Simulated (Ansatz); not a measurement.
Predict the output of the script below (the Ansatz DFT code, driven from Python).

`ecut_sr3sbp.py`
```python
# -*- coding: utf-8 -*-
"""Cutoff test for Sr3SbP."""

import ansatz as az
from tabulate import tabulate


def main():
    lattice = az.Lattice.of(
        (5.74, 0.0, 0.0),
        (0.0, 5.74, 0.0),
        (0.0, 0.0, 5.74),
    )
    sites = [
        ("Sr", (0.0, 0.5, 0.5)),
        ("Sr", (0.5, 0.0, 0.5)),
        ("Sr", (0.5, 0.5, 0.0)),
        ("Sb", (0.0, 0.0, 0.0)),
        ("P", (0.5, 0.5, 0.5)),
    ]
    xtal = az.Crystal(lattice=lattice)
    for symbol, position in sites:
        xtal = xtal.atom(symbol, position)

    base = (
        xtal.calculation()
        .kpoints(2, 2, 2)
        .occupations("fixed")
        .eigensolver("auto", mixed_precision=False)
        .functional("pbesol")
        .stress()
    )

    rows = []
    for value in [250, 350, 450, 550, 650]:
        r = base.basis(value).run(threads=1).report
        rows.append((value, r["free_energy_ev"] / len(r["lattice"]["sites"]), r["n_iterations"], sum(r["stress_gpa"][i][i] for i in range(3)) / 3, r["n_pw"]))

    print(tabulate(rows, headers=["cutoff (eV)", "F/atom (eV)", "iterations", "P (GPa)", "plane waves"], floatfmt=".4f", tablefmt="github"))

    # the last row is the reference
    for row in rows[:-1]:
        shift = 1000 * (row[1] - rows[-1][1])
        print(f"{row[0]}: {shift:+.2f} meV/atom" + ("  (within 2 meV)" if abs(shift) < 2 else ""))


if __name__ == "__main__":
    main()
```

```console
$ python ecut_sr3sbp.py
DeckWarning: basis.ecutwfc = 250 eV is below the records' recommended 420 eV, and the density's cutoff is lower with it unless basis.ecutrho_ratio is high enough to keep the records' density cutoff: compare with a run at a higher cutoff
DeckWarning: basis.ecutwfc = 350 eV is below the records' recommended 420 eV, and the density's cutoff is lower with it unless basis.ecutrho_ratio is high enough to keep the records' density cutoff: compare with a run at a higher cutoff
|   cutoff (eV) |   F/atom (eV) |   iterations |   P (GPa) |   plane waves |
|---------------|---------------|--------------|-----------|---------------|
|           250 |    -3525.4724 |            7 |   -0.6883 |          1743 |
|           350 |    -3525.7484 |            7 |   -0.7370 |          2801 |
|           450 |    -3525.7508 |            7 |   -0.7315 |          4067 |
|           550 |    -3525.7510 |            7 |   -0.7323 |          5497 |
|           650 |    -3525.7511 |            7 |   -0.7325 |          7123 |
250: +278.65 meV/atom
350: +2.67 meV/atom
450: +0.30 meV/atom  (within 2 meV)
550: +0.05 meV/atom  (within 2 meV)
```
(Warnings from the package without file and line.)

From 450 eV on it stays within 2 meV an atom of the value at 650 eV; the first row (250 eV) is off by 278.6 meV and the last but one by 0.05 meV. The energy falls steadily, as expected when plane waves are added. The pressure moves from -0.69 to -0.73 GPa (the program's stress holds a Pulay correction, so it settles early).

What to keep in mind:
- The k-point mesh is coarse, and energy and stress weren't tested for convergence.
- Pressure is positive in compression.
- This cell is a computed structure, which may not be the phase found in nature.
- Shifts are counted from the last row, which is itself no proven limit.
- The whole script took 8.8 s on 1 thread of Arm Neoverse V1 (shared host), peak memory 0.52 GiB.

(A comment or docstring line of the script was reworded after the run, the code is as it ran; lines on the test bed's own set-up are left out of the output.)
